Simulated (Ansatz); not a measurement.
# ZrH₂+ (doublet): wave-function methods side by side, def2-TZVPP

An exercise on one series of results from a longer session: the logs are not shown, and one member is left open.

The runs use Ansatz 0.2.0, Gaussian basis; def2-TZVPP, core rule «outside noble gas», up to 4 orbitals frozen.

To be run: UHF; CCSD(T) on ROHF; CCSD(T) on UHF; CCSDT(Q) on ROHF; CCSDT(Q) on UHF.

29 further runs of the same task are left out: 9 for a known fault of the program, 9 that didn't finish, 11 set aside as unsound or not needed. Runs told in other sessions of the task aren't counted.

### What is computed

The geometry is a PBE0/def2-TZVP stationary point (not a proven minimum) of the parent state, kept for this charge and spin. No spin-orbit coupling is included. Elements past krypton take def2 core potentials.

3 atoms, charge 1, spin multiplicity 2.

Atoms are counted from 1 here; the program's logs count them from 0.

Bond lengths: Zr1–H2 1.963 Å, Zr1–H3 1.963 Å. Angles: H2–Zr1–H3 180.0°.

Set-up of the first run:

in.yaml reads:

```yaml
crystal:
  periodic: [false, false, false]
  atoms:
    - {symbol: Zr, position_ang: [0.000000, 0.000000, 0.000000]}
    - {symbol: H, position_ang: [0.000000, 0.000000, -1.963300]}
    - {symbol: H, position_ang: [0.000000, 0.000000, 1.963300]}
basis:
  gaussian: {orbitals: def2-TZVPP}
total_charge: 1
magnetization: {spin_polarized: true, initial_magnetization: 1}
hamiltonian: {xc: hf}
output: {orbitals: {seedname: orbitals}}
```

The run is started by

```sh
$ ansatz run in.yaml --threads 1 --pin off --events-out ev --progress --plain --max-ram 2393MiB
```

Steps of the session up to this table: UHF; CCSD(T) on ROHF; CCSD(T) on UHF; CCSDT(Q) on ROHF; CCSDT(Q) on UHF.

One of the session's tables, all rows but one given; the rest of the session is left out.

| method | from RCCSDT(Q) (meV) |
| --- | --- |
| ROHF | ? |
| UHF | +2180.6 |
| RMP2 | +510.3 |
| UMP2 | +441.5 |
| RCCSD | +40.4 |
| UCCSD | -26.3 |
| RCCSD(T) | +10.7 |
| UCCSD(T) | -55.6 |
| RCCSDT | +0.5 |
| UCCSDT | -65.6 |
| RCCSDT(Q) | 0 |
| UCCSDT(Q) | -66.1 |

Estimate the missing values for ROHF.

The run gave: from RCCSDT(Q) (meV): +2254.4. In the column «from RCCSDT(Q) (meV)» it is the highest.

Caveats from the session: Restricted and unrestricted rows rest on different reference determinants; a gap between their highest levels can come from leftover correlation error, from unlike frozen cores or from another state.
